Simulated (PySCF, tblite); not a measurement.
# C6H3O radical: geometry, infrared bands and EPR parameters

Aim: predict the infrared bands and EPR parameters of C6H3O radical (`C#Cc1[c]coc1`).

The runs use tblite 0.8.0 and PySCF 2.14.0, with density-fitted response routines of our own; the level of theory stands in each step. All values are computed, except where a source is named. Atoms are numbered from 0 throughout.

## (1) Starting geometry

10 atoms, charge 0, multiplicity 2; geometry from: force field or distance geometry start.

Bonds of the start (Å): C0–C1 1.23, C1–C2 1.42, C2–C3 1.41, C3–C4 1.41, C4–O5 1.31, O5–C6 1.33, C6–C2 1.38, C0–H7 1.05, C4–H8 1.08, C6–H9 1.10.

## (2) Optimising the geometry with GFN2-xTB

The job: settings as JSON, then the geometry in Å.

```
{"job": {"kind": "relax", "xc": "GFN2-xTB", "basis": "xTB"}, "charge": 0, "multiplicity": 2}
C      2.832800     0.076900    -0.077800
C      1.604000     0.080100    -0.078800
C      0.182700     0.059800    -0.032500
C     -0.674400     1.108500    -0.421600
C     -1.997700     0.678500    -0.219500
O     -1.945400    -0.545300     0.234500
C     -0.683900    -0.940300     0.359900
H      3.885000     0.105000    -0.072500
H     -2.852300     1.296200    -0.443800
H     -0.342000    -1.914800     0.729600
```

Launch:

```
$ OMP_NUM_THREADS=1 python probes_run.py task.json out
```

This one command runs all jobs of the session in turn.

**Question.** This job is followed by: GFN2-xTB harmonic vibrations, gas phase; UKS B3LYP, pcH-1 on C H O, non-relativistic, mean-field spin-orbit, GIAO. What will the session give for the following? strongest single infrared mode (GFN2-xTB); zero-point energy (GFN2-xTB); g(iso) (B3LYP); ⟨S²⟩; largest a(iso); surface potential, 1st and 99th percentile.

As calculated:

```
                                 quantity                 value
strongest single infrared mode (GFN2-xTB)  1236 cm⁻¹, 82 km/mol
             zero-point energy (GFN2-xTB)         40.5 kcal/mol
                           g(iso) (B3LYP)               2.00200
                                     ⟨S²⟩    0.757 (exact 0.75)
                           largest a(iso)  13C on C3, 543.9 MHz
    surface potential, 1st and 99th percentile    -0.75 V and 1.49 V
```

What this shows: Over 27 steps the energy fell by 0.303 eV; of the close pairs, C3–C4 changed most, 1.406 to 1.348 Å. No mode is imaginary among the 24: a minimum at this level. The strongest single mode, at 1236 cm⁻¹, is carried by C6, O5, H9, H8. GFN2-xTB is a fitted tight-binding method: band positions and strengths are rough. Its intensities can rank the bands wrongly. C3 carries the largest spin population, 1.03 e. The isotropic g lies 0.3 ppt below the free-electron value.
